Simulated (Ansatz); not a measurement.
# FeNi: straining the crystal, uniaxial strain along c

A series on FeNi: uniaxial strain along c, -3 to +2 %; the lengths of a and b and the atoms relax, the angles are held. Wanted: energy, stress and any gap along the series.

Computed with Ansatz 0.2.0 (DFT PBEsol, scalar-relativistic, plane waves, PAW, unless a step's input says otherwise).

2 further runs of the same task are left out: 2 set aside as unsound or not needed.

## (1) The system as given

Symmetry: P4/mmm, No. 123, tetragonal system. The conventional cell has a = 2.468 Å, b = 2.468 Å, c = 3.533 Å, α = 90.00°, β = 90.00°, γ = 90.00°. Fe (site symmetry 4/mmm) is surrounded by 4 Fe at 2.47 Å and 8 Ni at 2.48 Å. Ni (site symmetry 4/mmm) has 4 Ni at 2.47 Å and 8 Fe at 2.48 Å as nearest neighbours.

Coordinates:

```
CELL_PARAMETERS angstrom
2.46814 0.00000 0.00000
0.00000 2.46814 0.00000
0.00000 0.00000 3.53293
ATOMIC_POSITIONS crystal
Fe 0.00000 0.00000 0.00000
Ni 0.50000 0.50000 0.50000
```

It goes back to an entry of the Materials Project, which need not be the stable form.

This cell was relaxed beforehand with the same method: volume 10.76 Å³/atom, gap on the mesh none (metal), site moments up to 2.5 μB.

The unstrained cell comes from an earlier run at this level (2 atoms, E(σ→0) -10253.9326 eV, gap none (metal)).

## (2) Strain -1.0 %

input.yaml reads:

```yaml
crystal:
  lattice:
    - [2.4743141648, 0.0, 0.0]
    - [0.0, 2.4743141648, 0.0]
    - [0.0, 0.0, 3.497605009]
  atoms:
    - { symbol: Fe, position: [0.0, 0.0, 0.0], spin: 2.79 }
    - { symbol: Ni, position: [0.5, 0.5, 0.5], spin: 0.75 }
basis:
  ecutwfc: 420
kpoints:
  mp_grid: { grid: [16, 16, 12] }
hamiltonian:
  xc: pbesol
scf:
  occupations: { method: gaussian, width: 0.1 }
output:
  forces: true
  stress: true
  eigenvalues: true
  populations: true
magnetization:
  spin_polarized: true
relax:
  adjacent_minimum: "off"
  f_tol: 0.008
  max_steps: 40
  cell: { stress_tol: 0.015, fix: [c, angles] }
```

On the command line:

```
$ ansatz run input.yaml --threads 1 --pin off --max-ram 1331MiB --backend cpu --events-out ev --progress --plain --runs-dir out
```

The session goes on with these runs: strain +1.0 %; strain -2.0 %; the cell strained by +2.0 %; strain -3.0 %.

**Question.** What will these runs give? Wanted: (1/V) d²E/dε² at zero strain, cubic fit; strain of the free axis a per applied strain.

**Answer**, as computed:

```
                                    quantity                   value
                         largest energy cost  6.6 meV/atom at -3.0 %
     (1/V) d²E/dε² at zero strain, cubic fit                 218 GPa
strain of the free axis a per applied strain                   -0.38
```

What this shows: The curvature of the energy, 218 GPa, is Young's modulus along c, angles held. The free axis a moves against the applied strain (factor -0.38).
